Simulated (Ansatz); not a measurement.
**SiGeH₃ (quartet): from Hartree-Fock to the top rungs, cc-pVDZ**

How much of the correlation energy of SiGeH₃ (quartet) does each wave-function method recover here?

Computed with Ansatz 0.2.0, Gaussian basis. Level: cc-pVDZ, core rule «outside noble gas», up to 19 orbitals frozen.

The runs, in order: UHF; CCSD(T) on ROHF; CCSD(T) on UHF; BCCD(T) on ROHF; CISD; CCSDT(Q) on ROHF; CCSDT(Q) on UHF; CASSCF and MRCISD+Q, 11 electrons in 11 orbitals; CASSCF and NEVPT2, 11 electrons in 11 orbitals.

21 further runs of the same task are left out: 9 that didn't finish, 12 set aside as unsound or not needed.

### Step 1. What is computed

The geometry is a PBE0/def2-TZVP stationary point (not a proven minimum) of the parent state, kept for this charge and spin. No spin-orbit coupling is included. The filled d shell of Ge may be among the frozen orbitals whatever the setting's name suggests; the logs give the count.

5 atoms, charge 0, spin multiplicity 4.

Atoms are counted from 1 here; the program's logs count them from 0.

Bond lengths: Si1–Ge2 2.420 Å, Ge2–H3 1.550 Å, Ge2–H4 1.543 Å, Ge2–H5 1.543 Å. Angles: Si1–Ge2–H3 102.9°, Si1–Ge2–H4 116.0°, Si1–Ge2–H5 116.0°, H3–Ge2–H4 106.8°, H3–Ge2–H5 106.8°, H4–Ge2–H5 107.6°.

### Step 2. UHF

in.yaml

```yaml
crystal:
  periodic: [false, false, false]
  atoms:
    - {symbol: Si, position_ang: [0.006312, -0.000001, 1.781521]}
    - {symbol: Ge, position_ang: [0.001520, 0.000000, -0.638687]}
    - {symbol: H, position_ang: [-1.510450, -0.000015, -0.981329]}
    - {symbol: H, position_ang: [0.612502, 1.244920, -1.315333]}
    - {symbol: H, position_ang: [0.612528, -1.244907, -1.315334]}
basis:
  gaussian: {orbitals: cc-pVDZ}
magnetization: {spin_polarized: true, initial_magnetization: 3}
hamiltonian: {xc: hf}
output: {orbitals: {seedname: orbitals}}
```

Run with:

```console
ansatz run in.yaml --threads 1 --pin off --events-out ev --progress --plain --max-ram 2393MiB
```

The runs that follow: CCSD(T) on ROHF; CCSD(T) on UHF; BCCD(T) on ROHF; CISD; CCSDT(Q) on ROHF; CCSDT(Q) on UHF; CASSCF and MRCISD+Q, 11 electrons in 11 orbitals; CASSCF and NEVPT2, 11 electrons in 11 orbitals.

Q: Predict the results of all the runs planned. Wanted: UCCSDT(Q) below the RHF energy; RMP2 from UCCSDT(Q); UMP2 from UCCSDT(Q); RCCSD from UCCSDT(Q); RCCSD(T) from UCCSDT(Q); UCCSD(T) from UCCSDT(Q); RCCSDT(Q) from UCCSDT(Q); NEVPT2 valence from UCCSDT(Q); MRCISD+Q valence from UCCSDT(Q).

The runs gave:

```
                         quantity                                                                     value
   UCCSDT(Q) below the RHF energy                                                                -5.2831 eV
              RMP2 from UCCSDT(Q)                                                           +28.66 kcal/mol
              UMP2 from UCCSDT(Q)                                                           +28.67 kcal/mol
             RCCSD from UCCSDT(Q)                                                            +4.18 kcal/mol
          RCCSD(T) from UCCSDT(Q)                                                            +0.94 kcal/mol
          UCCSD(T) from UCCSDT(Q)                                                            +0.93 kcal/mol
         RCCSDT(Q) from UCCSDT(Q)                                                            +0.02 kcal/mol
    NEVPT2 valence from UCCSDT(Q)                                                           +23.90 kcal/mol
  MRCISD+Q valence from UCCSDT(Q)                                                            +0.98 kcal/mol
levels within 1 kcal/mol (43 meV)  RCCSD(T), UCCSD(T), BCCD(T), RCCSDT, UCCSDT, RCCSDT(Q), MRCISD+Q valence
                    T1 diagnostic                                                                     0.029
   effectively unpaired electrons                                                                      3.02
```

What this shows: RCCSD(T) misses by +0.94 kcal/mol, 0.8 % of the correlation energy. One determinant dominates. Of the multireference levels listed MRCISD+Q valence comes nearest in total energy (+0.98 kcal/mol), which doesn't show that its space is the better one. These misses are within one basis, not against nature; the frozen cores of restricted and unrestricted runs differ, which can shift their rows.
